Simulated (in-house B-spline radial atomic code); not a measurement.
# Ta²⁰⁺: ionisation energy by several methods

Wanted: one ionisation energy, Ta²⁰⁺ to configuration [Kr] 4d10 4f6, up the ladder of functionals.

Program: in-house B-spline radial atomic code version 1. Level of theory: scalar-relativistic (X2C), several functionals, spin-polarised; spherical all-electron atom at the radial basis limit. These are calculated values, not measurements, unless marked.

## Step 1: What is computed

| Property | Result |
| --- | --- |
| element | tantalum (Z = 73) |
| charge | +20 |
| electrons | 53 |
| configuration | [Kr] 4d10 4f7 |
| nucleus | Fermi, rms radius 5.351 fm |

Outer shells as boxes (Hund's rule):

[Kr] 4d10 4f7
```
[Kr] core
4d [↑↓][↑↓][↑↓][↑↓][↑↓]
4f [↑ ][↑ ][↑ ][↑ ][↑ ][↑ ][↑ ]
```

Where spins are not typed, each open shell is filled with up spins first.

## Step 2: LDA (VWN5)

The run's settings:

```ini
Z = 73
electrons = 53.0
configuration = [Kr] 4d10 4f7
hamiltonian = x2c
method = lda,vwn
spin_polarised = True
nucleus = fermi
rms_radius = 5.3507
mass_number = 181
atomic_mass = 180.947998528
speed_of_light = 137.035999084
```

Main fields of the result record, rounded:

```text
status: converged
scf [iteration, energy, orbital gradient]:
  - [1, -15346.9475513, 3.55]
  - [2, -15413.3503514, 1.89]
  - [3, -15437.3360276, 0.488]
  - [4, -15439.174316, 0.12]
  - [5, -15439.2491334, 0.0665]
  - [6, -15439.2843193, 0.00329]
  - [7, -15439.2843772, 0.000213]
  - [8, -15439.2843775, 3.15e-06]
  - [9, -15439.2843775, 1.74e-07]
energy [hartree]: {"total": -15439.2843775, "kinetic": 17350.458204, "nuclear": -37467.7499623, "coulomb": 4968.26967219, "xc": -290.262291479}
orbitals [hartree, bohr; first row names the columns]:
  - ["name", "occ", "eps", "<r>", "<r^2>", "<1/r>", "r_max"]
  - ["1s up", 1.0, -2484.95, 0.017885, 0.00044774, 93.393, 0.010752]
  - ["1s down", 1.0, -2484.951, 0.017885, 0.00044774, 93.393, 0.010752]
  - ["2s up", 1.0, -443.35351, 0.078239, 0.0073015, 21.784, 0.066757]
  - ["2s down", 1.0, -443.34252, 0.078235, 0.0073007, 21.785, 0.066756]
  - ["2p up", 3.0, -392.4145, 0.070041, 0.0060098, 18.383, 0.054197]
  - ["2p down", 3.0, -392.40651, 0.070037, 0.006009, 18.384, 0.054196]
  - ["3s up", 1.0, -116.96349, 0.20447, 0.047923, 7.8396, 0.18906]
  - ["3s down", 1.0, -116.74473, 0.20425, 0.047823, 7.8507, 0.18893]
  - ["3p up", 3.0, -101.71958, 0.20415, 0.048409, 6.9331, 0.18645]
  - ["3p down", 3.0, -101.5019, 0.20389, 0.048286, 6.9433, 0.18629]
  - ["3d up", 5.0, -83.291145, 0.18556, 0.040352, 6.4683, 0.15189]
  - ["3d down", 5.0, -83.120873, 0.18524, 0.040207, 6.4777, 0.15172]
  - ["4s up", 1.0, -38.793676, 0.44802, 0.22631, 3.3496, 0.42498]
  - ["4s down", 1.0, -38.432815, 0.4486, 0.2269, 3.3423, 0.42511]
  - ["4p up", 3.0, -33.602604, 0.47011, 0.25068, 2.9948, 0.44245]
  - ["4p down", 3.0, -33.253887, 0.47095, 0.25157, 2.9871, 0.44267]
  - ["4d up", 5.0, -26.822305, 0.48998, 0.27574, 2.7012, 0.44915]
  - ["4d down", 5.0, -26.481974, 0.49138, 0.27735, 2.6917, 0.44959]
  - ["4f up", 7.0, -19.34727, 0.49767, 0.28855, 2.3856, 0.40351]
sum_r [bohr^k]: {"-1": 531.0057, "1": 16.20957, "2": 7.585454}
radius_at_0.001 [bohr]: 1.496
radius_enclosing [bohr]: {"0.5": 0.249, "0.9": 0.6106, "0.99": 0.9025}
slater [hartree]:
  F0(4d up,4d up): 1.8331
  F2(4d up,4d up): 0.93572
  F4(4d up,4d up): 0.63136
  F0(4d up,4d down): 1.8306
  F2(4d up,4d down): 0.9346
  F4(4d up,4d down): 0.6305
  F0(4d up,4f up): 1.8162
  F2(4d up,4f up): 0.90948
  F4(4d up,4f up): 0.59139
  G1(4d up,4f up): 1.0197
  G3(4d up,4f up): 0.6719
  G5(4d up,4f up): 0.48438
  F0(4d down,4d down): 1.828
  F2(4d down,4d down): 0.93348
  F4(4d down,4d down): 0.62964
  F0(4d down,4f up): 1.8138
  F2(4d down,4f up): 0.90845
  F4(4d down,4f up): 0.59067
  F0(4f up,4f up): 1.8213
  F2(4f up,4f up): 0.93763
  F4(4f up,4f up): 0.60497
  F6(4f up,4f up): 0.44035
ionisation_energy [hartree]: 20.1259625
```

Wall time 0.2 s (1 thread, shared host).

The run also solves the next ion with the same method; the record keeps the difference, ionisation_energy. radius_at_0.001 is where the density falls to 0.001 electrons per bohr³.

Radial density 4πr²n(r) and radial functions P(r) = rR(r):

| r (bohr) | 4πr²n | 4d down | 4f up |
| --- | --- | --- | --- |
| 0.00147 | 19.20 | 0.0001 | 0.0000 |
| 0.00213 | 30.27 | 0.0002 | 0.0000 |
| 0.00309 | 45.90 | 0.0004 | 0.0000 |
| 0.00448 | 65.58 | 0.0012 | 0.0000 |
| 0.00651 | 86.19 | 0.0031 | 0.0000 |
| 0.00945 | 100.4 | 0.0083 | 0.0001 |
| 0.0137 | 100.8 | 0.0215 | 0.0003 |
| 0.0199 | 90.23 | 0.0539 | 0.0012 |
| 0.0289 | 90.92 | 0.1280 | 0.0044 |
| 0.0419 | 117.8 | 0.2779 | 0.0153 |
| 0.0609 | 133.1 | 0.5328 | 0.0496 |
| 0.0884 | 108.3 | 0.8360 | 0.1431 |
| 0.128 | 111.3 | 0.9422 | 0.3556 |
| 0.186 | 113.0 | 0.4664 | 0.7394 |
| 0.270 | 62.18 | -0.6232 | 1.2105 |
| 0.392 | 66.17 | -1.5241 | 1.4741 |
| 0.569 | 45.73 | -1.3921 | 1.2536 |
| 0.827 | 8.697 | -0.6133 | 0.6749 |
| 1.20 | 0.3956 | -0.1123 | 0.1875 |
| 1.74 | 0.002952 | -0.0060 | 0.0192 |

Clear maxima of the radial density (full grid of the record): 0.011, 0.061, 0.15, 0.39 bohr.

X-ray form factor of the spherical density:

| sinθ/λ (1/Å) | f (electrons) |
| --- | --- |
| 0 | 53.000 |
| 0.1 | 52.446 |
| 0.2 | 50.838 |
| 0.3 | 48.334 |
| 0.4 | 45.161 |
| 0.6 | 37.860 |
| 0.8 | 30.817 |
| 1 | 25.141 |
| 1.4 | 18.329 |
| 1.8 | 14.997 |
| 2.5 | 10.909 |
| 4 | 5.704 |
| 6 | 3.825 |

## Step 3: AM05

The settings differ from step 2 so:

```diff
@@ -4,3 +4,3 @@
 hamiltonian = x2c
-method = lda,vwn
+method = am05
 spin_polarised = True
```

Results of the run:

```text
status: converged
scf [iteration, energy, orbital gradient]:
  - [1, -15347.7859668, 3.53]
  - [2, -15414.4926274, 1.88]
  - [3, -15438.1658524, 0.485]
  - [4, -15439.9962946, 0.125]
  - [5, -15440.0727878, 0.067]
  - [6, -15440.1078694, 0.00326]
  - [7, -15440.1079246, 0.000196]
  - [8, -15440.1079249, 2.67e-06]
  - [9, -15440.1079249, 2e-07]
energy [hartree]: {"total": -15440.1079249, "kinetic": 17352.7337858, "nuclear": -37470.318849, "coulomb": 4968.58501342, "xc": -291.107875194}
orbitals [hartree, bohr; first row names the columns]:
  - ["name", "occ", "eps", "<r>"]
  - ["1s up", 1.0, -2485.0977, 0.017883]
  - ["1s down", 1.0, -2485.0988, 0.017883]
  - ["2s up", 1.0, -443.37909, 0.078231]
  - ["2s down", 1.0, -443.36889, 0.078227]
  - ["2p up", 3.0, -392.36852, 0.070045]
  - ["2p down", 3.0, -392.36122, 0.070041]
  - ["3s up", 1.0, -116.96448, 0.20444]
  - ["3s down", 1.0, -116.74436, 0.2042]
  - ["3p up", 3.0, -101.70163, 0.20415]
  - ["3p down", 3.0, -101.48195, 0.20386]
  - ["3d up", 5.0, -83.274558, 0.18556]
  - ["3d down", 5.0, -83.104296, 0.18522]
  - ["4s up", 1.0, -38.796082, 0.44801]
  - ["4s down", 1.0, -38.434167, 0.44859]
  - ["4p up", 3.0, -33.600218, 0.47011]
  - ["4p down", 3.0, -33.250138, 0.47088]
  - ["4d up", 5.0, -26.817915, 0.48988]
  - ["4d down", 5.0, -26.473276, 0.49121]
  - ["4f up", 7.0, -19.338623, 0.4974]
sum_r [bohr^k]: {"-1": 531.0505, "1": 16.20588, "2": 7.579785}
ionisation_energy [hartree]: 20.1173601
```

It took 0.21 s on 1 thread, shared host.

## Step 4: SCAN

The settings differ from step 3 so:

```diff
@@ -4,3 +4,3 @@
 hamiltonian = x2c
-method = am05
+method = scan,scan
 spin_polarised = True
```

Results of the run:

```text
status: converged
scf [iteration, energy, orbital gradient]:
  - [1, -15450.6845707, 0.34]
  - [2, -15450.7015178, 0.00222]
  - [3, -15450.701529, 0.0011]
  - [4, -15450.7015307, 0.000573]
  - [5, -15450.7015312, 4.56e-05]
  - [6, -15450.7015312, 1.4e-05]
  - [7, -15450.7015312, 3e-06]
  - [8, -15450.7015312, 2.03e-07]
energy [hartree]: {"total": -15450.7015312, "kinetic": 17368.7506247, "nuclear": -37487.4055513, "coulomb": 4969.81315527, "xc": -301.859759838}
orbitals [hartree, bohr; first row names the columns]:
  - ["name", "occ", "eps", "<r>"]
  - ["1s up", 1.0, -2490.4086, 0.017871]
  - ["1s down", 1.0, -2490.41, 0.017871]
  - ["2s up", 1.0, -445.13841, 0.078143]
  - ["2s down", 1.0, -445.12583, 0.078139]
  - ["2p up", 3.0, -393.601, 0.070021]
  - ["2p down", 3.0, -393.59194, 0.070017]
  - ["3s up", 1.0, -117.8097, 0.20405]
  - ["3s down", 1.0, -117.56135, 0.2037]
  - ["3p up", 3.0, -102.29708, 0.20396]
  - ["3p down", 3.0, -102.03794, 0.20355]
  - ["3d up", 5.0, -83.597706, 0.18566]
  - ["3d down", 5.0, -83.38553, 0.1852]
  - ["4s up", 1.0, -39.235785, 0.44769]
  - ["4s down", 1.0, -38.771313, 0.44877]
  - ["4p up", 3.0, -33.931482, 0.46953]
  - ["4p down", 3.0, -33.478739, 0.47091]
  - ["4d up", 5.0, -26.991212, 0.48938]
  - ["4d down", 5.0, -26.53153, 0.49149]
  - ["4f up", 7.0, -19.374727, 0.49698]
sum_r [bohr^k]: {"-1": 531.3107, "1": 16.19774, "2": 7.567641}
ionisation_energy [hartree]: 20.1490004
```

It took 0.32 s on 1 thread, shared host.

Meta-GGA runs start from a PBE run whose iterations are not counted.

## Step 5: r2SCAN

The settings differ from step 4 so:

```diff
@@ -4,3 +4,3 @@
 hamiltonian = x2c
-method = scan,scan
+method = r2scan
 spin_polarised = True
```

Results of the run:

```text
status: converged
scf [iteration, energy, orbital gradient]:
  - [1, -15450.0007429, 0.17]
  - [2, -15450.0129117, 0.00205]
  - [3, -15450.0129171, 0.000965]
  - [4, -15450.0129181, 0.000469]
  - [5, -15450.0129185, 2.9e-05]
  - [6, -15450.0129185, 6.89e-06]
  - [7, -15450.0129185, 1.84e-06]
  - [8, -15450.0129185, 2.64e-07]
energy [hartree]: {"total": -15450.0129185, "kinetic": 17367.9676885, "nuclear": -37486.2998664, "coulomb": 4969.47887351, "xc": -301.159614108}
orbitals [hartree, bohr; first row names the columns]:
  - ["name", "occ", "eps", "<r>"]
  - ["1s up", 1.0, -2490.4363, 0.017872]
  - ["1s down", 1.0, -2490.4376, 0.017872]
  - ["2s up", 1.0, -445.15322, 0.078167]
  - ["2s down", 1.0, -445.15084, 0.078164]
  - ["2p up", 3.0, -393.63414, 0.070034]
  - ["2p down", 3.0, -393.63153, 0.070031]
  - ["3s up", 1.0, -117.77651, 0.20405]
  - ["3s down", 1.0, -117.49338, 0.20374]
  - ["3p up", 3.0, -102.29268, 0.20392]
  - ["3p down", 3.0, -102.00956, 0.20354]
  - ["3d up", 5.0, -83.622069, 0.1856]
  - ["3d down", 5.0, -83.405042, 0.18514]
  - ["4s up", 1.0, -39.224177, 0.4477]
  - ["4s down", 1.0, -38.750129, 0.44883]
  - ["4p up", 3.0, -33.930957, 0.46957]
  - ["4p down", 3.0, -33.472021, 0.47095]
  - ["4d up", 5.0, -26.999348, 0.48947]
  - ["4d down", 5.0, -26.539015, 0.49149]
  - ["4f up", 7.0, -19.377612, 0.49718]
sum_r [bohr^k]: {"-1": 531.2946, "1": 16.19932, "2": 7.568893}
ionisation_energy [hartree]: 20.1514679
```

Wall time 0.32 s (1 thread, shared host).

## Step 6: PW91

The settings differ from step 5 so:

```diff
@@ -4,3 +4,3 @@
 hamiltonian = x2c
-method = r2scan
+method = pw91,pw91
 spin_polarised = True
```

Results of the run:

```text
status: converged
scf [iteration, energy, orbital gradient]:
  - [1, -15358.8652624, 3.49]
  - [2, -15425.9639775, 1.8]
  - [3, -15449.3073971, 0.48]
  - [4, -15451.1059371, 0.118]
  - [5, -15451.17904, 0.0639]
  - [6, -15451.213546, 0.00298]
  - [7, -15451.2136034, 0.000156]
  - [8, -15451.2136037, 2.09e-06]
  - [9, -15451.2136037, 1.04e-07]
energy [hartree]: {"total": -15451.2136037, "kinetic": 17370.6603921, "nuclear": -37489.0821272, "coulomb": 4969.52857073, "xc": -302.320439334}
orbitals [hartree, bohr; first row names the columns]:
  - ["name", "occ", "eps", "<r>"]
  - ["1s up", 1.0, -2487.5494, 0.017869]
  - ["1s down", 1.0, -2487.5504, 0.017869]
  - ["2s up", 1.0, -443.74713, 0.07818]
  - ["2s down", 1.0, -443.74056, 0.078176]
  - ["2p up", 3.0, -392.56558, 0.070017]
  - ["2p down", 3.0, -392.56097, 0.070014]
  - ["3s up", 1.0, -117.06742, 0.20427]
  - ["3s down", 1.0, -116.85261, 0.20403]
  - ["3p up", 3.0, -101.75489, 0.20403]
  - ["3p down", 3.0, -101.54046, 0.20374]
  - ["3d up", 5.0, -83.293773, 0.1855]
  - ["3d down", 5.0, -83.129522, 0.18516]
  - ["4s up", 1.0, -38.845379, 0.44776]
  - ["4s down", 1.0, -38.476372, 0.44835]
  - ["4p up", 3.0, -33.634526, 0.46988]
  - ["4p down", 3.0, -33.277959, 0.47072]
  - ["4d up", 5.0, -26.834991, 0.48982]
  - ["4d down", 5.0, -26.4854, 0.4913]
  - ["4f up", 7.0, -19.343715, 0.4978]
sum_r [bohr^k]: {"-1": 531.344, "1": 16.2052, "2": 7.580793}
ionisation_energy [hartree]: 20.1223644
```

Wall time 0.21 s (1 thread, shared host).

## Step 7: Results

| method | rung | total energy (hartree) | ΔSCF (eV) | −ε highest (eV) | ΔSCF less tabulated (eV) |
| --- | --- | --- | --- | --- | --- |
| LDA (VWN5) | LDA | -15439.2844 | 547.66 | 526.47 (4f up) | -22.34 |
| AM05 | GGA | -15440.1079 | 547.42 | 526.23 (4f up) | -22.58 |
| PW91 | GGA | -15451.2136 | 547.56 | 526.37 (4f up) | -22.44 |
| SCAN | meta-GGA | -15450.7015 | 548.28 | 527.21 (4f up) | -21.72 |
| r2SCAN | meta-GGA | -15450.0129 | 548.35 | 527.29 (4f up) | -21.65 |

Against the tabulated ionisation energy, 570 ± 30 eV (tabulated theoretical; NIST Atomic Spectra Database), the best here is r2SCAN (-21.65 eV) and the worst AM05 (-22.58 eV, or 4.0 %). Mean absolute error by rung (exchange-only levels left out): LDA 22.34 eV, GGA 22.51 eV, meta-GGA 21.68 eV. The table's own uncertainty is as large as these misses, so the order means little. All methods miss on the same side by much the same amount, which points to something that they share. Relativistic terms that these runs lack can be as large as the gaps between close methods, so the nearest may be so by luck. Spin-orbit coupling is left out. Open shells are averaged (over orientations, and over spins where the run is restricted), while tables refer to the lowest levels. For the semilocal functionals minus the highest level recovers only 96 % of their own ΔSCF value, a mark of self-interaction.

Members of this set that are not shown: 2 used exact exchange with fractional occupations of an open shell, which is unsound here.

What each method cost (CPU seconds, one thread, shared host; runs marked * also made radial tables):

| method | CPU time | miss (eV) |
| --- | --- | --- |
| LDA (VWN5)* | 0.2 s | -22.34 |
| AM05 | 0.21 s | -22.58 |
| PW91 | 0.21 s | -22.44 |
| SCAN | 0.32 s | -21.72 |
| r2SCAN | 0.32 s | -21.65 |
